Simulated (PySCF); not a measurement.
# C2H6N2Si2: the cost of one run

Programs: PySCF 2.14.0, with density-fitted response routines of our own. Each step states its level of theory. These are calculated values for one molecule in the gas phase, unless marked as measured. Atoms count from 0, in the outputs and in this text.

## (1) The molecule as given

12 atoms, charge 0, multiplicity 1; geometry from: PBE0-D3(BJ)/def2-SVP.

Bonds of the start (Å): C0–C1 1.22, C1–Si2 1.84, Si2–N3 1.74, N3–Si4 1.75, Si4–N5 1.75, N5–Si2 1.74, C0–H6 1.08, Si2–H7 1.49, N3–H8 1.01, Si4–H9 1.50, Si4–H10 1.50, N5–H11 1.01.

## (2) Shielding tensors: HF/pcSseg-1

The job: settings as JSON, then the geometry in Å.

```
{"job": {"kind": "nmr", "xc": "HF", "basis": "pcSseg-1", "pop": false}, "charge": 0, "multiplicity": 1}
C      3.119980    -0.399531    -0.317127
C      1.985421     0.042660    -0.335129
Si     0.276987     0.724982    -0.372159
N     -0.933049    -0.343243    -1.022486
Si    -1.797034    -0.460180     0.491981
N     -0.589774     0.628476     1.133627
H      4.120658    -0.794958    -0.299266
H      0.386457     2.073426    -0.998558
H     -1.068748    -0.752833    -1.933932
H     -3.198941     0.064380     0.476280
H     -1.846156    -1.819887     1.116231
H     -0.415988     1.008914     2.051177
```

Method: GIAO HF/pcSseg-1 NMR shielding, non-relativistic, gas phase.

On the command line:

```bash
OMP_NUM_THREADS=1 python probes_run.py task.json out
```

This one command runs all jobs of the session in turn.

**Question.** How long does this first job take on 1 thread of Arm Neoverse V2, shared host, and how much memory does it need?

About 5.8 s, with a peak of 0.74 GiB.
